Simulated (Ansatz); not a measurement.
# NbI7: the cost of one run

Method: DFT PBE, scalar-relativistic, plane waves, PAW, in Ansatz 0.2.0.

## 1. The structure to begin with

It takes space group Im-3m (No. 229, cubic). Conventional cell: a = 8.816 Å, b = 8.816 Å, c = 8.816 Å, α = 90.00°, β = 90.00°, γ = 90.00°. Nb (site symmetry m-3m) is surrounded by 8 I at 3.82 Å. I (site symmetry 4/mmm) is surrounded by 8 I at 3.82 Å. I (site symmetry -3m) has 2 Nb at 3.82 Å and 6 I at 3.82 Å as nearest neighbours.

Coordinates:

```cif
data_structure
_symmetry_space_group_name_H-M 'Im-3m'
_symmetry_Int_Tables_number 229
_cell_length_a 8.8156
_cell_length_b 8.8156
_cell_length_c 8.8156
_cell_angle_alpha 90.000
_cell_angle_beta 90.000
_cell_angle_gamma 90.000
_cell_volume 685.11
loop_
_atom_site_label
_atom_site_type_symbol
_atom_site_symmetry_multiplicity
_atom_site_Wyckoff_symbol
_atom_site_fract_x
_atom_site_fract_y
_atom_site_fract_z
_atom_site_occupancy
Nb1 Nb 2 a 0.00000 0.00000 0.00000 1
I1 I 6 b 0.50000 0.00000 0.00000 1
I2 I 8 c 0.25000 0.25000 0.75000 1
```

Recipe of the guess: species swapped into a database cell of Fe7Co (Im-3m, No. 229), with I on the Fe sites and Nb on the Co sites. The dimensions are guesses.

## 2. Probe: one point on a coarse mesh

Contents of input.yaml:

```yaml
crystal:
  lattice:
    - [-4.4078249, 4.4078249, 4.4078249]
    - [4.4078249, -4.4078249, 4.4078249]
    - [4.4078249, 4.4078249, -4.4078249]
  atoms:
    - { symbol: Nb, position: [0.0, 0.0, 0.0] }
    - { symbol: I, position: [0.0, 0.5, 0.5] }
    - { symbol: I, position: [0.5, 0.5, 0.0] }
    - { symbol: I, position: [0.5, 0.0, 0.5] }
    - { symbol: I, position: [0.0, 0.0, 0.5] }
    - { symbol: I, position: [0.0, 0.5, 0.0] }
    - { symbol: I, position: [0.5, 0.0, 0.0] }
    - { symbol: I, position: [0.5, 0.5, 0.5] }
basis:
  ecutwfc: 420
kpoints:
  mp_grid: { grid: [4, 4, 4] }
hamiltonian:
  xc: pbe
scf:
  occupations: { method: gaussian, width: 0.1 }
  lower_state_search: "off"
output:
  forces: true
  stress: true
  eigenvalues: true
```

Started as:

```
> ansatz run input.yaml --threads 1 --pin off --max-ram 2048MiB --backend cpu --events-out ev --progress --plain --runs-dir out
```

**Question.** How long does this run take on 1 thread of Intel Xeon Platinum 8175M at 2.50GHz (Skylake/Cascade Lake), shared host, and how much memory does it need?

About 15 s, with a peak of 0.67 GiB.
